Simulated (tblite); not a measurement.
# C6H11OPS: the cost of one run

Programs: tblite 0.8.0 and PySCF 2.14.0, with density-fitted response routines of our own. Each step states its level of theory. These are calculated values for one molecule, in the gas phase or a continuum, unless marked as measured. Atoms count from 0, in the outputs and in this text.

## 1. Starting geometry

20 atoms, charge 0, multiplicity 1; geometry from: force field or distance geometry start.

Bonds of the start (Å): C0–C1 1.48, C1–C2 1.33, C2–P3 1.82, P3–S4 1.71, P3–C5 1.81, C5–C6 1.50, C6–C7 1.48, C6–O8 1.23, C0–H9 1.11, C0–H10 1.11, C0–H11 1.10, C1–H12 1.09, C2–H13 1.09, P3–H14 1.41, C5–H15 1.12, C5–H16 1.09, C7–H17 1.12, C7–H18 1.11, C7–H19 1.10.

## 2. Geometry optimisation with GFN2-xTB

What the job is given:

```
{"job": {"kind": "relax", "xc": "GFN2-xTB", "basis": "xTB"}, "charge": 0, "multiplicity": 1}
C      4.015400    -0.075400    -0.368200
C      2.667400     0.502000    -0.166600
C      1.554100    -0.186600    -0.375300
P     -0.010500     0.688200    -0.073400
S      0.244500     2.001900     0.991000
C     -1.299500    -0.458100     0.476700
C     -2.586600     0.117600    -0.048100
C     -3.893400    -0.535400     0.198900
O     -2.547900     1.162400    -0.694700
H      4.297100    -0.156700    -1.443100
H      4.737100     0.665100     0.048300
H      4.158800    -1.057000     0.101700
H      2.585900     1.522000     0.205800
H      1.557400    -1.219100    -0.737300
H     -0.419200     1.157600    -1.339500
H     -1.375400    -0.443700     1.596300
H     -1.123700    -1.470900     0.108400
H     -3.788700    -1.211700     1.084000
H     -4.096600    -1.205200    -0.661800
H     -4.681300     0.213600     0.345400
```

The run is started by

```
> OMP_NUM_THREADS=1 python probes_run.py task.json out
```

The driver reads the jobs from task.json and runs them one after another.

**Question.** How long does this first job take on 1 thread of Arm Neoverse V2, shared host, and how much memory does it need?

About 1.8 s, with a peak of 0.18 GiB.
